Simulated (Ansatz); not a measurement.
Working through a rigid torsion scan of C2H7B2F, SMILES BC(B)(C)F

With Ansatz's Python interface.

Run as a notebook:

```python
import ansatz as az
from ase import Atoms
```

```python
atoms = Atoms(["B", "C", "B", "C", "F", "H", "H", "H", "H", "H", "H", "H"], positions=[
    [-1.323, 0.6936, -0.1896],
    [0.1434, 0.3524, 0.1058],
    [0.1732, -0.456, 1.4641],
    [0.8214, -0.4628, -1.0364],
    [0.877, 1.5159, 0.2302],
    [-1.9767, 1.4305, 0.5547],
    [-1.8673, 0.3896, -1.1981],
    [-0.3006, -1.4848, 1.5701],
    [0.8019, -0.0054, 2.4456],
    [0.1871, -1.421, -1.1557],
    [1.7986, -0.7193, -0.7912],
    [0.742, 0.112, -1.9655],
])
```

```python
# relax first, so that the scan starts from a minimum
first = (
    az.Crystal.molecule_from_ase(atoms).calculation()
    .basis(gaussian="cc-pVDZ")
    .functional("r2scan0")
    .relax(force_tolerance=0.02, max_steps=80)
)
atoms.positions = first.run(threads=1).report["positions_ang"]
```

```python
start = atoms.get_dihedral(0, 1, 2, 7)
energies = {}
for turn in range(0, 360, 40):
    turned = atoms.copy()
    turned.set_dihedral(0, 1, 2, 7, start + turn, indices=[2, 7, 8])
    calculation = (
        az.Crystal.molecule_from_ase(turned).calculation()
        .basis(gaussian="cc-pVDZ")
        .functional("r2scan0")
    )
    energies[round((start + turn) % 360)] = calculation.run(threads=1).report["free_energy_ev"]
floor = min(energies.values())
print("dihedral B0-C1-B2-H7 (deg)   E - E(min) (eV)")
for angle, e in sorted(energies.items()):
    print(f"{angle:8d} {(e - floor):14.3f}  " + "#" * int(30 * (e - floor) / max(max(energies.values()) - floor, 1e-9)))
```

    dihedral B0-C1-B2-H7 (deg)   E - E(min) (eV)
          36          0.000
          76          1.021  #######
         116          3.723  ###########################
         156          2.329  ################
         196          0.274  #
         236          0.288  ##
         276          2.604  ###################
         316          4.111  ##############################
         356          1.036  #######

The lowest point is at 36° and the highest at 316°, 4.111 eV (396.6 kJ/mol) above it, with the rest of the molecule held.

The scan is rigid and the energies are electronic, in a modest basis. With rigid groups the curve can differ much from the relaxed path, the start wasn't checked as a minimum of this torsion, and equivalent turns needn't return to the same energy. Run time: 3.3 min on 1 thread of Arm Neoverse V2 (shared host), peak memory 0.31 GiB.
